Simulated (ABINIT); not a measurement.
BiTe:

```xyz
2
Lattice="2.4227 1.3988 3.3173 -2.4227 1.3988 3.3173 0.0000 -2.7975 3.3173" Properties=species:S:1:pos:R:3 pbc="T T T"
Bi    0.0000    0.0000    4.9759
Te    0.0000    0.0000    0.0000
```

The cell comes from a database or a generator and needn't be the stable form of this composition.

- Program: ABINIT 10.8.3 (patched build)
- Task: relaxation of cell and atoms
- Functional: LDA
- Potentials or basis: JTH PAW LDA v2.0
- Cutoff: 816 eV
- k mesh: 7 × 7 × 7
- Occupations: fermi-dirac, width 0.05 eV
- Spin: no spin polarisation

At the start: pressure -3.5 GPa; volume 33.72 Å³/atom.

Problem. How do energy, volume and symmetry change on relaxing?

Solution. Over 7 steps the energy falls by 27.4 meV/atom and the volume is 31.27 Å³/atom (-7.3 %); space group R-3m (No. 166, to 0.05 Å).

The path:
```tsv
step	energy change (eV)	largest force (eV/Å)	pressure (GPa)	volume (Å³)
1	0.0000	0.0000	-3.49	67.45
2	-0.0147	0.0000	-3.02	66.73
3	-0.0525	0.0000	0.35	62.52
4	-0.0533	0.0000	-0.03	62.88
5	-0.0538	0.0000	-0.12	62.93
6	-0.0547	0.0000	-0.17	62.75
7	-0.0549	0.0000	-0.02	62.53
```

Final structure:
```
Bi Te
1.0
     2.38491    1.37693    3.17382
    -2.38491    1.37693    3.17382
     0.00000   -2.75386    3.17382
Bi Te
1 1
Direct
  0.50000 0.50000 0.50000
  0.00000 0.00000 0.00000
```
